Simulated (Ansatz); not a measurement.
# GeHNSi: the cost of one run

Method: cc-pVDZ, all electrons in the functionals, frozen cores in the correlation of double hybrids and RPA; program: Ansatz 0.2.0, Gaussian basis.

Plan: wB97M-V, B2PLYP, RPA-PBE, at charge 0, triplet; charge 0, singlet; charge 0, quintet; charge 1, doublet; charge 1, quartet; displaced geometry v1; displaced geometry v2.

20 further runs of the same task are left out: 5 that didn't finish, 15 set aside as unsound or not needed.

**1. The geometry**

The geometry is a PBE0/def2-TZVP stationary point (not a proven minimum). No spin-orbit coupling is included. The filled d shell of Ge may be among the frozen orbitals whatever the setting's name suggests; the logs give the count.

4 atoms, charge 0, spin multiplicity 3.

Atoms are counted from 1 here; the program's logs count them from 0.

Bond lengths: Ge1–Si2 2.269 Å, Ge1–H4 1.818 Å, Si2–N3 1.655 Å, Si2–H4 1.693 Å. Angles: Si2–Ge1–H4 47.4°, Ge1–Si2–N3 164.8°, Ge1–Si2–H4 52.2°, N3–Si2–H4 112.6°, Ge1–H4–Si2 80.4°.

No dispersion term is added; wB97M-V holds VV10 nonlocal correlation.

The geometry shown and the zero of energy belong to the point charge 0, triplet. The yardstick, RCCSDT(Q), and other wave-function levels (R restricted, U unrestricted, valence and pair active spaces) come from earlier runs.

**2. wB97M-V, charge 0, triplet**

The input, in.yaml:

```yaml
crystal:
  periodic: [false, false, false]
  atoms:
    - {symbol: Ge, position_ang: [0.000000, 0.015989, 1.031008]}
    - {symbol: Si, position_ang: [0.000000, -0.160093, -1.230913]}
    - {symbol: N, position_ang: [0.000000, 0.147866, -2.857153]}
    - {symbol: H, position_ang: [0.000000, 1.253767, -0.299943]}
basis:
  gaussian: {orbitals: cc-pVDZ}
magnetization: {spin_polarized: true, initial_magnetization: 2}
hamiltonian: {xc: {name: wB97M-V}}
output: {forces: true, orbitals: {seedname: orbitals}}
```

The run is started by

```bash
$ ansatz run in.yaml --threads 1 --pin off --events-out ev --progress --plain --max-ram 2393MiB
```

What time and memory should one allow on 1 thread of Arm Neoverse V2, shared host?

About 21 s, with a peak of 0.29 GiB.
